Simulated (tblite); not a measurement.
# C4H9F3OSi: the cost of one run

Computed with tblite 0.8.0 and PySCF 2.14.0, with density-fitted response routines of our own, on a single molecule, in the gas phase or a continuum. Atoms are numbered from 0 throughout.

### 1 The molecule as given

18 atoms, charge 0, multiplicity 1; geometry from: force field or distance geometry start.

Bonds of the start (Å): C0–C1 1.49, C1–C2 1.53, C1–O3 1.37, O3–Si4 1.69, Si4–C5 1.87, C5–F6 1.39, C5–F7 1.40, C5–F8 1.38, C0–H9 1.13, C0–H10 1.12, C0–H11 1.10, C1–H12 1.13, C2–H13 1.09, C2–H14 1.12, C2–H15 1.12, Si4–H16 1.48, Si4–H17 1.47.

### 2 Relaxing the molecule with GFN2-xTB

Job settings and geometry (Å):

```
{"job": {"kind": "relax", "xc": "GFN2-xTB", "basis": "xTB"}, "charge": 0, "multiplicity": 1}
C     -2.096800     0.299900    -1.409800
C     -1.070100     0.200900    -0.328000
C     -1.546800    -0.859900     0.661300
O      0.158600    -0.222800    -0.759000
Si     1.466300     0.766900    -0.332700
C      2.984400    -0.309200    -0.484100
F      3.969400     0.338000    -1.214700
F      3.535500    -0.631000     0.756800
F      2.637500    -1.503300    -1.084700
H     -2.576900     1.326600    -1.422700
H     -2.949700    -0.399000    -1.213100
H     -1.706200     0.065700    -2.411200
H     -1.046200     1.163100     0.266900
H     -2.560100    -0.664400     1.021200
H     -1.461100    -1.826900     0.112100
H     -0.798000    -0.902300     1.497200
H      1.634200     1.917300    -1.255200
H      1.417300     1.246600     1.058600
```

Started as:

```
> OMP_NUM_THREADS=1 python probes_run.py task.json out
```

The driver reads the jobs from task.json and runs them one after another.

Q: Estimate the wall time and peak memory of this first job on 1 thread of Arm Neoverse N1, shared host.

About 1.8 s, with a peak of 0.18 GiB.
